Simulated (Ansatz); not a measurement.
# ZrN₄H₈: vertical ionisation energy

One table from this session's results is given with a row withheld; the runs are named, their logs left out.

Program: Ansatz 0.2.0, Gaussian basis. Level of theory: unrestricted cation, the program's frozen cores in correlated methods. These are calculated values, not measurements.

The runs, in order: UKS PBE-D4/def2-TZVPP; UKS r2SCAN-D4/def2-TZVPP; UKS PBE0-D4/def2-TZVPP; UKS B3LYP-D4/def2-TZVPP; UKS wB97X-V/def2-TZVPP; UKS wB97M-V/def2-TZVPP; UKS B2PLYP/def2-TZVPP; UHF-CCSD(T)/def2-TZVPP; UHF-MP2/def2-QZVPP; extrapolation to the limit; then −ε(HOMO) from the neutral's earlier runs with LDA (SPW92), PBE-D4, revPBE-D4, BLYP-D4, r2SCAN-D4, B97M-V, PBE0-D4, B3LYP-D4, r2SCANh-D4, r2SCAN0-D4, HSE06-D4, BHLYP-D4, CAM-B3LYP-D4, LC-ωPBE, ωB97X-V, ωB97M-V.

**Structure used throughout**

The geometry comes from an earlier relaxation with PBE0-D4 in a triple-zeta def2 set; it is a stationary point, not always the lowest conformer. Zr takes the def2 core potential; no spin-orbit term is included.

SMILES `[NH2][Zr]([NH2])([NH2])[NH2]`, 13 atoms, charge 0, spin multiplicity 1.

Atoms are counted from 1 here; the program's logs count them from 0.

Bond lengths: N1–Zr2 2.048 Å, N1–H6 1.010 Å, N1–H7 1.012 Å, Zr2–N3 2.048 Å, Zr2–N4 2.049 Å, Zr2–N5 2.048 Å, N3–H8 1.010 Å, N3–H9 1.012 Å, N4–H10 1.012 Å, N4–H11 1.010 Å, N5–H12 1.012 Å, N5–H13 1.010 Å. Angles: Zr2–N1–H6 127.4°, Zr2–N1–H7 124.0°, H6–N1–H7 108.5°, N1–Zr2–N3 109.8°, N1–Zr2–N4 108.7°, N1–Zr2–N5 109.9°, N3–Zr2–N4 109.9°, N3–Zr2–N5 108.7°, N4–Zr2–N5 109.9°, Zr2–N3–H8 127.3°, Zr2–N3–H9 124.0°, H8–N3–H9 108.4°, Zr2–N4–H10 124.0°, Zr2–N4–H11 127.3°, H10–N4–H11 108.4°, Zr2–N5–H12 124.0°, Zr2–N5–H13 127.3°, H12–N5–H13 108.4°.

Coordinates:

```tsv
atom	x (Å)	y (Å)	z (Å)
N1	-1.79046	0.92277	-0.37015
Zr2	0.00049	0.00022	0.00017
N3	-0.26738	-1.52093	1.34566
N4	0.72891	-0.74883	-1.76189
N5	1.32846	1.34703	0.78665
H6	-2.64997	0.82459	0.15130
H7	-1.97235	1.49852	-1.18171
H8	-0.26376	-2.51332	1.15716
H9	-0.33908	-1.38554	2.34552
H10	0.15648	-1.19684	-2.46533
H11	1.66998	-0.66744	-2.11987
H12	2.16005	1.08695	1.30046
H13	1.23863	2.35281	0.81203
```

Set-up of the first run:

File in.yaml:

```yaml
crystal:
  periodic: [false, false, false]
  atoms:
    - {symbol: N, position_ang: [-1.790460, 0.922770, -0.370149]}
    - {symbol: Zr, position_ang: [0.000488, 0.000225, 0.000171]}
    - {symbol: N, position_ang: [-0.267385, -1.520927, 1.345659]}
    - {symbol: N, position_ang: [0.728909, -0.748832, -1.761888]}
    - {symbol: N, position_ang: [1.328463, 1.347035, 0.786649]}
    - {symbol: H, position_ang: [-2.649973, 0.824588, 0.151298]}
    - {symbol: H, position_ang: [-1.972348, 1.498521, -1.181710]}
    - {symbol: H, position_ang: [-0.263763, -2.513317, 1.157164]}
    - {symbol: H, position_ang: [-0.339077, -1.385542, 2.345523]}
    - {symbol: H, position_ang: [0.156484, -1.196835, -2.465328]}
    - {symbol: H, position_ang: [1.669977, -0.667436, -2.119874]}
    - {symbol: H, position_ang: [2.160051, 1.086953, 1.300465]}
    - {symbol: H, position_ang: [1.238635, 2.352808, 0.812029]}
basis:
  gaussian: {orbitals: def2-TZVPP}
total_charge: 1
magnetization: {spin_polarized: true, initial_magnetization: 1}
hamiltonian: {xc: pbe, dispersion: d4}
```

Run with:

```bash
$ ansatz run in.yaml --threads 2 --pin off --events-out ev --progress --plain --max-ram 22528MiB --backend cuda --devices 0, --max-vram 18GiB
```

Steps of the session up to this table: Cation, UKS PBE-D4/def2-TZVPP; Cation, UKS r2SCAN-D4/def2-TZVPP; Cation, UKS PBE0-D4/def2-TZVPP; Cation, UKS B3LYP-D4/def2-TZVPP; Cation, UKS wB97X-V/def2-TZVPP; Cation, UKS wB97M-V/def2-TZVPP; Cation, UKS B2PLYP (frozen core)/def2-TZVPP; Cation, UHF-CCSD(T)/def2-TZVPP; Cation, UHF-MP2/def2-QZVPP.

One table of the session follows, with a row left open; its other results are not shown here.

Orbital estimates, from the neutral's runs:

| functional | −ε(HOMO) (eV) |
| --- | --- |
| LDA (SPW92) | 5.55 |
| PBE-D4 | 5.37 |
| revPBE-D4 | 5.30 |
| BLYP-D4 | 5.25 |
| r2SCAN-D4 | 5.64 |
| B97M-V | 5.70 |
| PBE0-D4 | 6.72 |
| B3LYP-D4 | 6.50 |
| r2SCANh-D4 | ? |
| r2SCAN0-D4 | 6.93 |
| HSE06-D4 | 6.32 |
| BHLYP-D4 | 8.01 |
| CAM-B3LYP-D4 | 8.16 |
| LC-ωPBE | 9.57 |
| ωB97X-V | 9.19 |
| ωB97M-V | 9.11 |

**Question.** Estimate the row for r2SCANh-D4.

Worked estimate for «−ε(HOMO) (eV)». Against the share of exact exchange, r2SCAN-D4 (0, 5.64), r2SCAN0-D4 (0.25, 6.93) give a slope of 5.16 per unit share; at 0.1 the line stands at 6.16.

**Answer.** −ε(HOMO) (eV): 6.15. In «−ε(HOMO) (eV)» the line misses by +0.01.

Caveats from the session: The cation may have settled in a state other than its lowest; no search over hole states beyond the program's own was made.
